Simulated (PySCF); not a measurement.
# H12Si5: the cost of one run

Program: PySCF 2.14.0. Level of theory: levels as typed in each script, gas phase, geometry from GFN2-xTB. These are calculated values, not measurements.

### Step 1. The starting structure

SMILES `[SiH3][SiH2][SiH2][SiH2][SiH3]`, 17 atoms, charge 0, spin multiplicity 1.

Bond lengths: Si1–Si2 2.311 Å, Si1–H6 1.465 Å, Si1–H7 1.464 Å, Si1–H8 1.466 Å, Si2–Si3 2.325 Å, Si2–H9 1.472 Å, Si2–H10 1.474 Å, Si3–Si4 2.325 Å, Si3–H11 1.473 Å, Si3–H12 1.472 Å, Si4–Si5 2.311 Å, Si4–H13 1.474 Å, Si4–H14 1.472 Å, Si5–H15 1.464 Å, Si5–H16 1.466 Å, Si5–H17 1.465 Å. Angles: Si2–Si1–H6 111.6°, Si2–Si1–H7 115.0°, Si2–Si1–H8 110.7°, H6–Si1–H7 106.2°, H6–Si1–H8 106.4°, H7–Si1–H8 106.4°, Si1–Si2–Si3 114.9°, Si1–Si2–H9 109.9°, Si1–Si2–H10 109.2°, Si3–Si2–H9 111.4°, Si3–Si2–H10 107.9°, H9–Si2–H10 102.8°, Si2–Si3–Si4 113.5°, Si2–Si3–H11 108.9°, Si2–Si3–H12 111.2°, Si4–Si3–H11 111.0°, Si4–Si3–H12 109.1°, H11–Si3–H12 102.7° and more.

As a file:

```mol
H12Si5
  3D, bonds by distance, orders not assigned

 17 16  0  0  0  0  0  0  0  0999 V2000
   -2.7548   -1.0979    0.5364 Si  0  0
   -1.7117    0.3538   -0.9285 Si  0  0
   -0.0037    1.6250    0.0051 Si  0  0
    1.7033    0.3456    0.9290 Si  0  0
    2.7666   -1.0847   -0.5425 Si  0  0
   -3.3885   -0.3807    1.6461 H   0  0
   -3.7982   -1.9345   -0.0596 H   0  0
   -1.7816   -2.0155    1.1375 H   0  0
   -2.7141    1.2034   -1.5914 H   0  0
   -1.1419   -0.4155   -2.0494 H   0  0
   -0.5807    2.5363    1.0076 H   0  0
    0.5708    2.5519   -0.9841 H   0  0
    1.1232   -0.4420    2.0320 H   0  0
    2.6966    1.1883    1.6140 H   0  0
    3.7843   -1.9466    0.0618 H   0  0
    1.7987   -1.9783   -1.1869 H   0  0
    3.4372   -0.3523   -1.6199 H   0  0
  1  2  8  0
  2  3  8  0
  3  4  8  0
  4  5  8  0
  1  6  8  0
  1  7  8  0
  1  8  8  0
  2  9  8  0
  2 10  8  0
  3 11  8  0
  3 12  8  0
  4 13  8  0
  4 14  8  0
  5 15  8  0
  5 16  8  0
  5 17  8  0
M  END
```

### Step 2. Density, bond paths and surface potential (B3LYP/def2-svpd)

Contents of input.py:

```python
import numpy as np
from pyscf import gto, scf, dft
from pyscf.scf import atom_ks, atom_hf
from scipy.linalg import block_diag

def solve(mol, dm0=None, hcore=None):
    mf = (dft.UKS if mol.spin else dft.RKS)(mol, xc='b3lyp')
    mf.grids.level = 3
    mf = mf.density_fit(auxbasis='def2-universal-jkfit')
    mf.conv_tol, mf.max_cycle = 1e-8, 80
    if hcore is not None:
        mf.get_hcore = lambda *args: hcore
    mf.kernel(dm0)
    if not mf.converged:
        mf = mf.newton().run(mf.mo_coeff, mf.mo_occ, max_cycle=30)
    assert mf.converged, 'SCF not converged'
    return mf

mol = gto.M(atom='''
Si    -2.75485    -1.09787     0.53645
Si    -1.71172     0.35383    -0.92854
Si    -0.00371     1.62498     0.00514
Si     1.70331     0.34555     0.92896
Si     2.76656    -1.08468    -0.54255
H     -3.38855    -0.38073     1.64606
H     -3.79824    -1.93450    -0.05961
H     -1.78163    -2.01549     1.13750
H     -2.71408     1.20341    -1.59137
H     -1.14187    -0.41553    -2.04943
H     -0.58075     2.53630     1.00757
H      0.57081     2.55190    -0.98408
H      1.12322    -0.44197     2.03195
H      2.69661     1.18829     1.61396
H      3.78435    -1.94657     0.06178
H      1.79871    -1.97829    -1.18694
H      3.43718    -0.35225    -1.61994
''', basis='def2-svpd', charge=0, spin=0, verbose=4)
mf = solve(mol)
mf.analyze()
# spherically averaged free atoms, for the promolecule
atm = atom_ks.get_atm_nrks(mol, xc='b3lyp')
pro = block_diag(*[(atm[a[0]][2] * atm[a[0]][3]) @ atm[a[0]][2].T for a in mol._atom])
np.savez('result.npz', e=mf.e_tot, c=mf.mo_coeff, occ=mf.mo_occ, eps=mf.mo_energy, pro=pro, dip=mf.dip_moment(verbose=0), s2=mf.spin_square()[0])
```

On the command line:

```sh
OMP_NUM_THREADS=1 python input.py
```

**Question.** How long does this run take on 1 thread of Intel Xeon Platinum 8488C (Sapphire Rapids), shared host, and how much memory does it need?

About 31 s, with a peak of 0.9 GiB.
